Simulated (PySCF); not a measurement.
**A gas-phase reaction: H4O2Si + H2 → H4OSi + H2O**

Wanted: the reaction energy for `O[SiH2]O` + `[H][H]` → `O[SiH3]` + `O`.

Programs: PySCF 2.14.0. All values are calculated, for the isolated system unless a continuum is named. Atoms count from 0, parts from 1.

## 1. Starting point

Each species was relaxed by itself at PBE0-D3(BJ)/def2-SVPD.

## 2. Reaction energy: wB97M-D3(BJ)/def2-TZVPD

What the job is given:

```
{"job": {"kind": "react", "xc": "wB97M-D3(BJ)", "basis": "def2-TZVPD"}, "charge": 0, "multiplicity": 1}
-1 H4O2Si charge 0 multiplicity 1
O      0.007380     1.378880     0.197840
Si    -0.324200    -0.247740     0.001440
O      0.752930    -0.870470    -1.097690
H     -0.262390     1.804650     1.014000
H     -1.659150    -0.471000    -0.607600
H     -0.214450    -0.914680     1.334250
H      1.690130    -0.827060    -0.895480

-1 H2 charge 0 multiplicity 1
H      0.380230     0.007030    -0.001460
H     -0.380230    -0.007030     0.001460

+1 H4OSi charge 0 multiplicity 1
O      1.173330    -0.413510    -0.266080
Si    -0.435440    -0.027300     0.014410
H      1.845610     0.196270     0.044620
H     -1.219420    -1.149300    -0.565390
H     -0.714350     0.095620     1.477400
H     -0.805170     1.258990    -0.650200

+1 H2O charge 0 multiplicity 1
O      0.002680     0.389330     0.006640
H      0.761540    -0.199870    -0.005130
H     -0.764220    -0.189430    -0.001530
```

Level: wB97M-D3(BJ)/def2-TZVPD reaction energy of separated species, gas phase.

The run is started by

```bash
> OMP_NUM_THREADS=1 python cluster_run.py task.json out
```

The driver reads the jobs from task.json and runs them one after another.

**Question.** The jobs that follow are: PBE0-D3(BJ)/def2-TZVPD reaction energy of separated species, gas phase; MP2/def2-TZVPD reaction energy of separated species, gas phase. Predict: reaction energy (wB97M-D3(BJ)/def2-TZVPD); ΔH, ΔG at 298 K (xTB thermal terms). Thermal terms come from harmonic xTB runs on each species.

**Answer**, as computed:

```
                                                quantity                    value
               reaction energy (wB97M-D3(BJ)/def2-TZVPD)           20.22 kcal/mol
                     ΔH, ΔG at 298 K (xTB thermal terms)    +23.1, +21.5 kcal/mol
range of the reaction energy over the runs of this table  19.04 to 23.00 kcal/mol
```

In words: The reaction is endothermic by 23.1 kcal/mol in the gas phase; dispersion gives +0.44, and xTB itself gave 19.03 for the electronic energy (xTB energies and thermal terms come from the earlier relaxation of each species, not shown). No barrier was sought. The reaction energy runs from 19.04 (PBE0-D3(BJ)/def2-TZVPD) to 23.00 kcal/mol (MP2/def2-TZVPD).
